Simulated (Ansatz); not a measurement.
**C₂H₆GeSn: basis-set convergence**

An exercise on one series of results from a longer session: the logs are not shown, and one member is left open.

Program: Ansatz 0.2.0, Gaussian basis. Level of theory: one geometry, several basis sets. These are calculated values, not measurements.

The runs, in order: PBE0-D4/def2-SVP; ωB97M-V/def2-SVP; PBE0-D4/def2-QZVPP; ωB97M-V/def2-QZVPP; the functionals' def2-TZVPP values are taken from earlier runs.

## The geometry

All runs share one geometry, relaxed beforehand with PBE0-D4 in a triple-zeta def2 set. Sn takes the def2 core potential; no spin-orbit term is included.

SMILES `C=[C]1[GeH2][SnH2]1`, 10 atoms, charge 0, spin multiplicity 1.

Atoms are counted from 1 here; the program's logs count them from 0.

Bond lengths: C1–C2 1.323 Å, C1–H5 1.090 Å, C1–H6 1.089 Å, C2–Ge3 1.964 Å, C2–Sn4 2.157 Å, Ge3–Sn4 2.561 Å, Ge3–H7 1.537 Å, Ge3–H8 1.537 Å, Sn4–H9 1.703 Å, Sn4–H10 1.703 Å. Angles: C2–C1–H5 122.1°, C2–C1–H6 122.2°, H5–C1–H6 115.7°, C1–C2–Ge3 139.3°, C1–C2–Sn4 144.0°, Ge3–C2–Sn4 76.7°, C2–Ge3–Sn4 55.1°, C2–Ge3–H7 116.8°, C2–Ge3–H8 116.8°, Sn4–Ge3–H7 121.9°, Sn4–Ge3–H8 122.0°, H7–Ge3–H8 112.1°, C2–Sn4–Ge3 48.3°, C2–Sn4–H9 116.9°, C2–Sn4–H10 116.9°, Ge3–Sn4–H9 122.8°, Ge3–Sn4–H10 122.8°, H9–Sn4–H10 112.5°.

The first run:

in.yaml

```yaml
crystal:
  periodic: [false, false, false]
  atoms:
    - {symbol: C, position_ang: [-1.459654, 0.772678, -0.878765]}
    - {symbol: C, position_ang: [-0.428311, 0.220338, -0.261619]}
    - {symbol: Ge, position_ang: [0.473671, -1.519377, -0.136230]}
    - {symbol: Sn, position_ang: [1.191681, 0.598770, 1.111850]}
    - {symbol: H, position_ang: [-2.098337, 0.208129, -1.558030]}
    - {symbol: H, position_ang: [-1.725778, 1.819277, -0.741754]}
    - {symbol: H, position_ang: [-0.296790, -2.650818, 0.562642]}
    - {symbol: H, position_ang: [1.208743, -2.011396, -1.393098]}
    - {symbol: H, position_ang: [0.772686, 0.899273, 2.734469]}
    - {symbol: H, position_ang: [2.445189, 1.612026, 0.563435]}
basis:
  gaussian: {orbitals: def2-SVP}
hamiltonian: {xc: pbe0, dispersion: d4}
output: {orbitals: {seedname: orbitals}}
```

Among the steps run: PBE0-D4 in def2-SVP; ωB97M-V in def2-SVP; PBE0-D4 in def2-QZVPP; ωB97M-V in def2-QZVPP.

One table of the session follows, with a row left open; its other results are not shown here.

It belongs to the step «Functionals by basis». 

| functional | basis | HOMO (eV) |
| --- | --- | --- |
| PBE0-D4 | def2-SVP | -6.51 |
| PBE0-D4 | def2-TZVPP | -6.56 |
| PBE0-D4 | def2-QZVPP | -6.56 |
| ωB97M-V | def2-SVP | ? |
| ωB97M-V | def2-TZVPP | -8.52 |
| ωB97M-V | def2-QZVPP | -8.52 |

**Question.** Estimate the row for ωB97M-V, def2-SVP.

The run gave: HOMO (eV): -8.44. In the column «HOMO (eV)» it lies between ωB97M-V, def2-QZVPP (-8.52) and PBE0-D4, def2-TZVPP (-6.56).
